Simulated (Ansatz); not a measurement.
Consider a test of scalar relativity of AsH (the Ansatz DFT code, driven from Python).

`x2c_ash.py`:
```python
'''AsH with and without the spin-free two-component Hamiltonian.'''

import warnings

import ansatz as az
import numpy as np

GEOMETRY = '''
As    0.00000    0.00000    0.00000
H     0.00000    0.00000    1.49500
'''


def main() -> None:
    warnings.simplefilter('ignore', az.DeckWarning)

    ash = az.Crystal.molecule()
    for line in GEOMETRY.strip().splitlines():
        symbol, *xyz = line.split()
        ash = ash.atom(symbol, [float(v) for v in xyz])

    setup = (
        ash.calculation()
        .functional('B3LYP')
        .spin('collinear', total=2)
        .forces()
    )
    # a set contracted for a scalar-relativistic Hamiltonian goes with the relativistic run
    sets = {'none': 'cc-pVTZ', 'scalar': 'cc-pVTZ-DK'}
    found = {kind: setup.basis(gaussian=basis).pseudopotentials(relativity=kind).run(threads=1, backend='cpu').report for kind, basis in sets.items()}
    for kind, each in found.items():
        dipole = 4.803205 * np.linalg.norm(each['charge_distribution']['dipole_moment_e_ang'])
        print(f'{kind:7s} E = {each["free_energy_ev"]:.4f} eV  dipole {dipole:.3f} D  largest force component {np.abs(each["forces_ev_ang"]).max():.4f} eV/A')
    print(f'relativity lowers the total energy by {found["none"]["free_energy_ev"] - found["scalar"]["free_energy_ev"]:.3f} eV')


if __name__ == '__main__':
    main()
```

What does scalar relativity change in the total energy and in the dipole?

The total moves by -676.9 eV, nearly all in the cores, and the dipole from 0.24 to 0.17 D.

The run itself:

```console
$ python x2c_ash.py
none    E = -60858.3975 eV  dipole 0.239 D  largest force component 0.7390 eV/A
scalar  E = -61535.3415 eV  dipole 0.167 D  largest force component 0.6992 eV/A
relativity lowers the total energy by 676.944 eV
```

Caveats:
- Total energies depend on the basis set; only differences at equal settings carry meaning.
- The geometry is a force-field or estimated start, not a minimum of this method. The basis set changes with the Hamiltonian (a set recontracted for scalar relativity), and most of the change in the total lies in the cores.
- The species is open-shell (spin multiplicity 3).
- b3lyp holds the VWN-RPA fit, as in Gaussian; the form of ORCA and Turbomole is b3lyp5.
- The spin state was assumed, and another may lie lower.
- Timing: 2.8 s on 1 thread of Arm Neoverse V2 (shared host), peak memory 0.18 GiB.
